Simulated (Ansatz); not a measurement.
# C4H15NSi2: how energies converge with the basis set

The task here is to estimate one member of a computed series from the others.

The runs use Ansatz 0.2.0, Gaussian basis; one geometry, several basis sets.

Plan: PBE0-D4/def2-SVP; ωB97M-V/def2-SVP; PBE0-D4/def2-QZVPP; ωB97M-V/def2-QZVPP; the functionals' def2-TZVPP values are taken from earlier runs.

1 further run of the same task is left out (it didn't finish).

**Structure used throughout**

All runs share one geometry, relaxed beforehand with PBE0-D4 in a triple-zeta def2 set.

SMILES `CC(C)(C)N([SiH3])[SiH3]`, 22 atoms, charge 0, spin multiplicity 1.

Atoms are counted from 1 here; the program's logs count them from 0.

Bond lengths: C1–C2 1.527 Å, C1–H8 1.092 Å, C1–H9 1.092 Å, C1–H10 1.093 Å, C2–C3 1.525 Å, C2–C4 1.525 Å, C2–N5 1.491 Å, C3–H11 1.092 Å, C3–H12 1.094 Å, C3–H13 1.092 Å, C4–H14 1.094 Å, C4–H15 1.092 Å, C4–H16 1.092 Å, N5–Si6 1.734 Å, N5–Si7 1.734 Å, Si6–H17 1.489 Å, Si6–H18 1.482 Å, Si6–H19 1.491 Å and more. Angles: C2–C1–H8 110.6°, C2–C1–H9 110.6°, C2–C1–H10 110.9°, H8–C1–H9 108.1°, H8–C1–H10 108.2°, H9–C1–H10 108.2°, C1–C2–C3 109.7°, C1–C2–C4 109.6°, C1–C2–N5 109.3°, C3–C2–C4 108.1°, C3–C2–N5 110.1°, C4–C2–N5 110.1°, C2–C3–H11 109.9°, C2–C3–H12 111.9°, C2–C3–H13 111.0°, H11–C3–H12 107.1°, H11–C3–H13 108.4°, H12–C3–H13 108.4° and more.

Coordinates:

```
C    -0.9355   -1.3606    0.7512
C     0.2536   -0.5666    0.2148
C     1.2727   -0.3528    1.3291
C     0.9323   -1.3517   -0.9026
N    -0.2252    0.7482   -0.3004
Si   -0.3904    2.0814    0.7958
Si   -0.7989    0.8646   -1.9325
H    -1.6707   -1.5328   -0.0380
H    -1.4271   -0.8176    1.5614
H    -0.6138   -2.3317    1.1365
H     1.6353   -1.3174    1.6907
H     0.8364    0.1683    2.1863
H     2.1275    0.2252    0.9721
H     0.2409   -1.5794   -1.7192
H     1.2979   -2.3057   -0.5166
H     1.7796   -0.7978   -1.3117
H     0.9169    2.6393    1.2382
H    -1.1416    3.1519    0.0979
H    -1.1361    1.6953    2.0279
H     0.2902    0.7667   -2.9426
H    -1.4605    2.1820   -2.0870
H    -1.7835   -0.2088   -2.2514
```

Set-up of the first run:

File in.yaml:

```yaml
crystal:
  periodic: [false, false, false]
  atoms:
    - {symbol: C, position_ang: [-0.935516, -1.360554, 0.751200]}
    - {symbol: C, position_ang: [0.253622, -0.566552, 0.214817]}
    - {symbol: C, position_ang: [1.272661, -0.352799, 1.329071]}
    - {symbol: C, position_ang: [0.932295, -1.351735, -0.902558]}
    - {symbol: N, position_ang: [-0.225186, 0.748217, -0.300442]}
    - {symbol: Si, position_ang: [-0.390421, 2.081402, 0.795771]}
    - {symbol: Si, position_ang: [-0.798869, 0.864552, -1.932450]}
    - {symbol: H, position_ang: [-1.670686, -1.532806, -0.038010]}
    - {symbol: H, position_ang: [-1.427123, -0.817598, 1.561439]}
    - {symbol: H, position_ang: [-0.613810, -2.331679, 1.136518]}
    - {symbol: H, position_ang: [1.635263, -1.317393, 1.690750]}
    - {symbol: H, position_ang: [0.836379, 0.168263, 2.186281]}
    - {symbol: H, position_ang: [2.127529, 0.225218, 0.972109]}
    - {symbol: H, position_ang: [0.240896, -1.579375, -1.719151]}
    - {symbol: H, position_ang: [1.297903, -2.305736, -0.516638]}
    - {symbol: H, position_ang: [1.779642, -0.797772, -1.311747]}
    - {symbol: H, position_ang: [0.916864, 2.639340, 1.238238]}
    - {symbol: H, position_ang: [-1.141583, 3.151901, 0.097919]}
    - {symbol: H, position_ang: [-1.136064, 1.695277, 2.027880]}
    - {symbol: H, position_ang: [0.290183, 0.766735, -2.942566]}
    - {symbol: H, position_ang: [-1.460506, 2.181961, -2.087014]}
    - {symbol: H, position_ang: [-1.783463, -0.208841, -2.251427]}
basis:
  gaussian: {orbitals: def2-SVP}
hamiltonian: {xc: pbe0, dispersion: d4}
output: {orbitals: {seedname: orbitals}}
```

Steps of the session up to this table: PBE0-D4 in def2-SVP; ωB97M-V in def2-SVP; PBE0-D4 in def2-QZVPP; ωB97M-V in def2-QZVPP.

One table of the session follows, with a row left open; its other results are not shown here.

It belongs to the step «Density functionals: the series». 

```
functional       basis  HOMO (eV)  LUMO (eV)
   PBE0-D4    def2-SVP      -6.86       0.74
   PBE0-D4  def2-TZVPP          ?          ?
   PBE0-D4  def2-QZVPP      -6.96       0.17
   ωB97M-V    def2-SVP      -9.11       2.55
   ωB97M-V  def2-TZVPP      -9.23       1.93
   ωB97M-V  def2-QZVPP      -9.24       1.49
```

Q: Estimate the row for PBE0-D4, def2-TZVPP from the others.

As computed: HOMO (eV): -6.95; LUMO (eV): 0.31. In the column «HOMO (eV)» it lies between PBE0-D4, def2-QZVPP (-6.96) and PBE0-D4, def2-SVP (-6.86).
